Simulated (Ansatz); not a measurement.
# TaSb: pressure up to the limit of the methods

Aim: compress TaSb (rocksalt type) step by step, far beyond the usual range, and follow pressure and electronic structure. Methods of the runs shown: PAW. Its runs: cell relaxed at zero pressure (PAW); volume scaled by 1 (PAW); volume scaled by 0.9 (PAW and PAW (core large)); volume scaled by 0.8 (PAW); volume scaled by 0.7 (PAW); volume scaled by 0.6 (PAW and PAW (cutoff 600 eV)); volume scaled by 0.5 (PAW); volume scaled by 0.4 (PAW and PAW (partial_waves polarizable)).

Method: DFT LDA, with the methods named in each step, in Ansatz 0.2.0.

**1. The starting structure**

It takes space group Fm-3m (No. 225, cubic). The conventional cell has a = 5.656 Å, b = 5.656 Å, c = 5.656 Å, α = 90.00°, β = 90.00°, γ = 90.00°. Ta (site symmetry m-3m) is surrounded by 6 Sb at 2.83 Å. Sb (site symmetry m-3m) has 6 Ta at 2.83 Å as nearest neighbours.

Structure file:

```cif
data_structure
_symmetry_space_group_name_H-M 'Fm-3m'
_symmetry_Int_Tables_number 225
_cell_length_a 5.6561
_cell_length_b 5.6561
_cell_length_c 5.6561
_cell_angle_alpha 90.000
_cell_angle_beta 90.000
_cell_angle_gamma 90.000
_cell_volume 180.95
loop_
_atom_site_label
_atom_site_type_symbol
_atom_site_symmetry_multiplicity
_atom_site_Wyckoff_symbol
_atom_site_fract_x
_atom_site_fract_y
_atom_site_fract_z
_atom_site_occupancy
Ta1 Ta 4 a 0.00000 0.00000 0.00000 1
Sb1 Sb 4 b 0.50000 0.00000 0.00000 1
```

The file gives the conventional cell by its symmetry; the runs use the cell typed in the input.

Whether this phase is the stable one at these pressures isn't tested.

Atoms are numbered in the order of the input: Ta1, Sb2.

**2. Cell relaxed at zero pressure, PAW**

The input, input.yaml:

```yaml
crystal:
  lattice:
    - [0.0, 2.8280429418, 2.8280429418]
    - [2.8280429418, 0.0, 2.8280429418]
    - [2.8280429418, 2.8280429418, 0.0]
  atoms:
    - { symbol: Ta, position: [0.0, 0.0, 0.0] }
    - { symbol: Sb, position: [0.5, 0.5, 0.5] }
kpoints:
  mp_grid: { grid: [13, 13, 13] }
scf:
  occupations: { method: fermi_dirac, width: 0.05 }
hamiltonian:
  xc: lda
  pseudopotentials: { kind: paw }
output:
  forces: true
  stress: true
relax:
  f_tol: 0.005
  max_steps: 40
  cell: {}
```

Run with:

```console
> ansatz run input.yaml --threads 1 --pin off --max-ram 2048MiB --backend cpu --events-out ev --progress --plain --runs-dir out
```

Further steps of the session: Volume scaled by 1, PAW; Volume scaled by 0.9, PAW; Volume scaled by 0.9, PAW (core large); Volume scaled by 0.8, PAW; Volume scaled by 0.7, PAW; Volume scaled by 0.6, PAW; Volume scaled by 0.6, PAW (cutoff 600 eV); Volume scaled by 0.5, PAW; Volume scaled by 0.4, PAW; Volume scaled by 0.4, PAW (partial_waves polarizable).

What does the calculation give? Wanted: PAW pressure at 0.4 of the volume; PAW; fitted bulk modulus at zero pressure.

**Answer**, as computed:

| quantity | value |
| --- | --- |
| PAW pressure at 0.4 of the volume | 858.9 GPa |
| PAW (partial_waves polarizable) pressure at 0.4 of the volume | 858.9 GPa |
| fitted bulk modulus at zero pressure (PAW) | 147 GPa |
| its pressure derivative | 4.03 |

In words: By PAW the pressure climbs to 859 GPa at 0.4 of the first volume. A third-order Birch-Murnaghan curve fits the range only roughly (B₀ = 147 GPa, B′ = 4.03, misfit at most 6.00 GPa). A fit over so wide a range leans to the high pressures, so B₀ can be off by several per cent. No all-electron run checks these rows here, and frozen cores can fail under such compression. The ions are at rest, and the electrons smeared by 0.05 eV. Spin-orbit coupling is left out, though the cell holds Ta; in elements this heavy it can shift bands and gaps by tenths of an eV.
